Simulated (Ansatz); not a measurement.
Write a Python script for the Ansatz DFT code, driven from Python that makes Fermi-surface readings of Sn₃Te, space group Pm-3m. Level of theory: PBE, PAW, cutoff 517 eV, 5×5×5 k-points, Methfessel-Paxton smearing of 0.1 eV.

```
Sn Te
1.0
     4.86562    0.00000    0.00000
     0.00000    4.86562    0.00000
     0.00000    0.00000    4.86562
Sn Te
3 1
Direct
  0.50000 0.50000 0.00000
  0.50000 0.00000 0.50000
  0.00000 0.50000 0.50000
  0.00000 0.00000 0.00000
```

The script, `run_fermi.py`:
```python
"""Fermi surface readings for Sn3Te."""

import ansatz as az


def main() -> None:
    lattice = az.Lattice.of(
        [4.865622, 0.0, 0.0],
        [0.0, 4.865622, 0.0],
        [0.0, 0.0, 4.865622],
    )
    sites = [
        ("Sn", [0.5, 0.5, 0.0]),
        ("Sn", [0.5, 0.0, 0.5]),
        ("Sn", [0.0, 0.5, 0.5]),
        ("Te", [0.0, 0.0, 0.0]),
    ]
    structure = az.Crystal(lattice=lattice)
    for symbol, position in sites:
        structure = structure.atom(symbol, position)

    setup = (
        structure.calculation()
        .basis(38 * az.Ry)
        .occupations("methfessel_paxton")
        .kpoints(5)
        .eigenstates(nscf_kmesh=(6, 6, 6), level_slopes=True)
    )
    surface = setup.run(threads=1).fermi_surface().to_plain()
    for way, reading in surface.items():
        if reading:
            rho_lambda = [f"{v:.3e}" for v in reading["resistivity_times_mean_free_path_ohm_m2"]]
            print(f"{way:24s} area {reading['spin_summed_area_per_ang2']:8.3f} 1/A^2  rho*lambda (ohm m^2) {rho_lambda}")


if __name__ == "__main__":
    main()
```

`python run_fermi.py` gives:
```text
by_tetrahedra            area   24.603 1/A^2  rho*lambda (ohm m^2) ['1.243e-15', '1.243e-15', '1.243e-15']
by_slopes                area   25.753 1/A^2  rho*lambda (ohm m^2) ['1.187e-15', '1.187e-15', '1.187e-15']
on_every_second_point    area   14.537 1/A^2  rho*lambda (ohm m^2) ['2.103e-15', '2.103e-15', '2.103e-15']
```

Reading the output:
- The mesh is modest for a metal, so energies can be off by several to tens of meV an atom and pressures by half a GPa or more; differences at equal mesh fare better.
- No functional is typed, so the default, PBE, holds.
- This cell is a computed structure, which may not be the phase found in nature.
- The three readings differ by the mesh error.
- Finished in 11 s on 1 thread of Arm Neoverse V1, on a shared host, peak memory 0.44 GiB.

(Lines on the test bed's own set-up are left out of the output.)
